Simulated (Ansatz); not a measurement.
# C₂H₇BS: one species, many methods

How much do the methods differ for C₂H₇BS? The plan is to run it at one geometry with functionals of several rungs and with coupled cluster. The yardstick is the atomisation energy at the CCSD(T) limit.

Method: functionals in def2-TZVPP, the program's frozen cores in correlated methods; program: Ansatz 0.2.0, Gaussian basis.

Levels to be run: LDA (SPW92), PBE-D4, revPBE-D4, BLYP-D4, r2SCAN-D4, B97M-V, PBE0-D4, B3LYP-D4, r2SCANh-D4, r2SCAN0-D4, HSE06-D4, BHLYP-D4, CAM-B3LYP-D4, LC-ωPBE, ωB97X-V, ωB97M-V, B2PLYP, PBE-QIDH; CCSD(T)/def2-SVP; CCSD(T)/def2-TZVPP; MP2/def2-QZVPP; extrapolation to the limit; RPA on PBE.

## Step 1: The relaxed structure

An earlier PBE0-D4 in a triple-zeta def2 set relaxation fixed the geometry.

SMILES `CB(C)S`, 11 atoms, charge 0, spin multiplicity 1.

Atoms are counted from 1 here; the program's logs count them from 0.

Bond lengths: C1–B2 1.567 Å, C1–H5 1.095 Å, C1–H6 1.098 Å, C1–H7 1.091 Å, B2–C3 1.568 Å, B2–S4 1.796 Å, C3–H8 1.091 Å, C3–H9 1.097 Å, C3–H10 1.095 Å, S4–H11 1.344 Å. Angles: B2–C1–H5 111.4°, B2–C1–H6 108.1°, B2–C1–H7 115.1°, H5–C1–H6 105.7°, H5–C1–H7 108.7°, H6–C1–H7 107.3°, C1–B2–C3 121.3°, C1–B2–S4 122.2°, C3–B2–S4 116.4°, B2–C3–H8 115.2°, B2–C3–H9 108.8°, B2–C3–H10 110.6°, H8–C3–H9 107.7°, H8–C3–H10 108.5°, H9–C3–H10 105.6°, B2–S4–H11 99.1°.

## Step 2: LDA

This LDA is Slater exchange with PW92 correlation.

in.yaml reads:

```yaml
crystal:
  periodic: [false, false, false]
  atoms:
    - {symbol: C, position_ang: [0.072085, 0.971986, -0.907275]}
    - {symbol: B, position_ang: [-0.166075, -0.303349, -0.028782]}
    - {symbol: C, position_ang: [0.485689, -0.448713, 1.390330]}
    - {symbol: S, position_ang: [-1.209096, -1.660495, -0.572539]}
    - {symbol: H, position_ang: [1.111733, 1.308953, -0.847402]}
    - {symbol: H, position_ang: [-0.529856, 1.790530, -0.491436]}
    - {symbol: H, position_ang: [-0.202088, 0.868627, -1.958560]}
    - {symbol: H, position_ang: [0.137941, -1.301714, 1.975470]}
    - {symbol: H, position_ang: [1.571823, -0.546207, 1.271535]}
    - {symbol: H, position_ang: [0.333900, 0.461993, 1.979404]}
    - {symbol: H, position_ang: [-1.540657, -1.198513, -1.790145]}
basis:
  gaussian: {orbitals: def2-TZVPP}
hamiltonian: {xc: lda}
output: {orbitals: {seedname: orbitals}}
```

Further steps of the session: PBE-D4 (GGA); revPBE-D4 (GGA); BLYP-D4 (GGA); r2SCAN-D4 (meta-GGA); B97M-V (meta-GGA); PBE0-D4 (hybrid); B3LYP-D4 (hybrid); r2SCANh-D4 (hybrid); r2SCAN0-D4 (hybrid); HSE06-D4 (hybrid); BHLYP-D4 (hybrid); CAM-B3LYP-D4 (range-separated); LC-ωPBE-D4 (range-separated); ωB97X-V (range-separated); ωB97M-V (range-separated); B2PLYP (double hybrid); PBE-QIDH (double hybrid); CCSD(T) in def2-SVP; CCSD(T) in def2-TZVPP; MP2 in def2-QZVPP; RPA on PBE orbitals.

Q: Predict the results of all the runs planned. Wanted: atomisation energy, CCSD(T)/CBS; farthest beyond LDA; mean size of error, GGA; mean size of error, meta-GGA; mean size of error, hybrid; mean size of error, range-separated; mean size of error, double hybrid; gap, smallest and largest; T1 diagnostic.

**Answer**, as computed:

| quantity | value |
| --- | --- |
| atomisation energy, CCSD(T)/CBS | 986.1 kcal/mol |
| functionals within 4.9 kcal/mol (0.5 %) | revPBE-D4, BLYP-D4, B3LYP-D4, r2SCAN0-D4, LC-ωPBE, ωB97X-V, PBE-QIDH |
| farthest beyond LDA | PBE-D4 (+18.7 kcal/mol) |
| mean size of error, GGA | 7.4 kcal/mol |
| mean size of error, meta-GGA | 10.3 kcal/mol |
| mean size of error, hybrid | 7.4 kcal/mol |
| mean size of error, range-separated | 5.0 kcal/mol |
| mean size of error, double hybrid | 4.1 kcal/mol |
| gap, smallest and largest | 5.26 eV (LDA (SPW92)), 12.49 eV (LC-ωPBE) |
| T1 diagnostic | 0.0117 |
| triples share of the correlation energy | 4.0 % |

In words: LDA overbinds by 129.4 kcal/mol (13 %). PBE-D4 misses by +18.7 kcal/mol. Double hybrids carry the basis error of their MP2 part in triple zeta, and no dispersion term here, so their miss is partly the set-up's. Taken by rung, double hybrid functionals do best (4.1 kcal/mol on average) and meta-GGA ones worst beyond LDA (10.3 kcal/mol). The gap between the best rungs is small, so their order is not settled. The reference freezes the cores and leaves out relativity and excitations past (T), so misses under about 4.9 kcal/mol can't be ranked. Hartree-Fock recovers 77 % of the binding; the rest is correlation. CCSD(T) in def2-SVP is off by -40.0 kcal/mol, so the small basis spoils what the method gains. The gap grows from 5.3 to 12.5 eV across the functionals, mostly with the share of exact exchange.
